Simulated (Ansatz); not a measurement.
# C₂H₁₀AlNSi: one species, many methods

How much do the methods differ for C₂H₁₀AlNSi? The plan is to run it at one geometry with functionals of several rungs and with coupled cluster. The yardstick is the atomisation energy at the CCSD(T) limit.

Method: functionals in def2-TZVPP, the program's frozen cores in correlated methods; program: Ansatz 0.2.0, Gaussian basis.

Levels to be run: LDA (SPW92), PBE-D4, revPBE-D4, BLYP-D4, r2SCAN-D4, B97M-V, PBE0-D4, B3LYP-D4, r2SCANh-D4, r2SCAN0-D4, HSE06-D4, BHLYP-D4, CAM-B3LYP-D4, LC-ωPBE, ωB97X-V, ωB97M-V, B2PLYP, PBE-QIDH; CCSD(T)/def2-SVP; CCSD(T)/def2-TZVPP; MP2/def2-QZVPP; extrapolation to the limit; RPA on PBE.

## (1) The geometry

The geometry comes from an earlier relaxation with PBE0-D4 in a triple-zeta def2 set; it is a stationary point, not always the lowest conformer.

15 atoms, charge 0, spin multiplicity 1.

Atoms are counted from 1 here; the program's logs count them from 0.

Bond lengths: C1–Al2 1.949 Å, C1–H6 1.093 Å, C1–H7 1.095 Å, C1–H8 1.095 Å, Al2–N3 1.776 Å, Al2–H9 1.588 Å, N3–C4 1.455 Å, N3–H10 1.010 Å, C4–Si5 1.887 Å, C4–H11 1.099 Å, C4–H12 1.095 Å, Si5–H13 1.490 Å, Si5–H14 1.491 Å, Si5–H15 1.488 Å. Angles: Al2–C1–H6 112.6°, Al2–C1–H7 111.1°, Al2–C1–H8 111.0°, H6–C1–H7 107.7°, H6–C1–H8 107.6°, H7–C1–H8 106.5°, C1–Al2–N3 119.6°, C1–Al2–H9 125.0°, N3–Al2–H9 115.4°, Al2–N3–C4 128.2°, Al2–N3–H10 120.0°, C4–N3–H10 111.7°, N3–C4–Si5 111.2°, N3–C4–H11 112.1°, N3–C4–H12 109.2°, Si5–C4–H11 110.2°, Si5–C4–H12 108.3°, H11–C4–H12 105.6° and more.

## (2) LDA

This LDA is Slater exchange with PW92 correlation.

The input, in.yaml:

```yaml
crystal:
  periodic: [false, false, false]
  atoms:
    - {symbol: C, position_ang: [-2.238783, 1.277325, 1.713054]}
    - {symbol: Al, position_ang: [-1.547854, 0.261302, 0.200520]}
    - {symbol: N, position_ang: [0.066888, -0.470723, 0.299568]}
    - {symbol: C, position_ang: [0.779801, -1.220477, -0.723447]}
    - {symbol: Si, position_ang: [2.338440, -0.309829, -1.274381]}
    - {symbol: H, position_ang: [-1.542700, 1.301883, 2.555396]}
    - {symbol: H, position_ang: [-3.182517, 0.855831, 2.073473]}
    - {symbol: H, position_ang: [-2.449800, 2.312803, 1.427073]}
    - {symbol: H, position_ang: [-2.322873, 0.020850, -1.164060]}
    - {symbol: H, position_ang: [0.626137, -0.348249, 1.131955]}
    - {symbol: H, position_ang: [1.031969, -2.236945, -0.391263]}
    - {symbol: H, position_ang: [0.129111, -1.347688, -1.595474]}
    - {symbol: H, position_ang: [3.178804, -0.022875, -0.077632]}
    - {symbol: H, position_ang: [3.146273, -1.108415, -2.239704]}
    - {symbol: H, position_ang: [1.965204, 0.984506, -1.905779]}
basis:
  gaussian: {orbitals: def2-TZVPP}
hamiltonian: {xc: lda}
output: {orbitals: {seedname: orbitals}}
```

Command:

```
> ansatz run in.yaml --threads 4 --pin off --events-out ev --progress --plain --max-ram 10444MiB
```

The runs that follow: PBE-D4 (GGA); revPBE-D4 (GGA); BLYP-D4 (GGA); r2SCAN-D4 (meta-GGA); B97M-V (meta-GGA); PBE0-D4 (hybrid); B3LYP-D4 (hybrid); r2SCANh-D4 (hybrid); r2SCAN0-D4 (hybrid); HSE06-D4 (hybrid); BHLYP-D4 (hybrid); CAM-B3LYP-D4 (range-separated); LC-ωPBE (range-separated); ωB97X-V (range-separated); ωB97M-V (range-separated); B2PLYP (double hybrid); PBE-QIDH (double hybrid); CCSD(T) in def2-SVP; CCSD(T) in def2-TZVPP; MP2 in def2-QZVPP; RPA on PBE orbitals.

Q: Predict the results of all the runs planned. Wanted: atomisation energy, CCSD(T)/CBS; farthest beyond LDA; mean size of error, GGA; mean size of error, meta-GGA; mean size of error, hybrid; mean size of error, range-separated; mean size of error, double hybrid; gap, smallest and largest; T1 diagnostic.

The runs gave:

| quantity | value |
| --- | --- |
| atomisation energy, CCSD(T)/CBS | 52.885 eV |
| functionals within 0.264 eV (0.5 %) | PBE-D4, r2SCAN-D4, B97M-V, PBE0-D4, B3LYP-D4, HSE06-D4, ωB97X-V, ωB97M-V |
| farthest beyond LDA | BHLYP-D4 (-0.952 eV) |
| mean size of error, GGA | 0.420 eV |
| mean size of error, meta-GGA | 0.148 eV |
| mean size of error, hybrid | 0.392 eV |
| mean size of error, range-separated | 0.251 eV |
| mean size of error, double hybrid | 0.577 eV |
| gap, smallest and largest | 4.22 eV (LDA (SPW92)), 10.94 eV (LC-ωPBE) |
| T1 diagnostic | 0.0116 |
| triples share of the correlation energy | 3.6 % |

What this shows: The LDA atomisation energy is off by 6.306 eV (12 %): it overbinds. PBE-D4 is off by +0.260 eV. Double hybrids carry the basis error of their MP2 part in triple zeta, and no dispersion term here, so their miss is partly the set-up's. The rungs meta-GGA, range-separated miss on average by less than the doubt on the reference (0.264 eV), so they tie. Misses under about 0.264 eV are within the doubt on the reference itself, which lacks core-valence correlation, relativity and higher excitations. Hartree-Fock recovers 74 % of the binding; the rest is correlation. CCSD(T) in def2-SVP is off by -2.915 eV, worse than the median functional, from the basis alone. The gap grows from 4.2 to 10.9 eV across the functionals, mostly with the share of exact exchange.
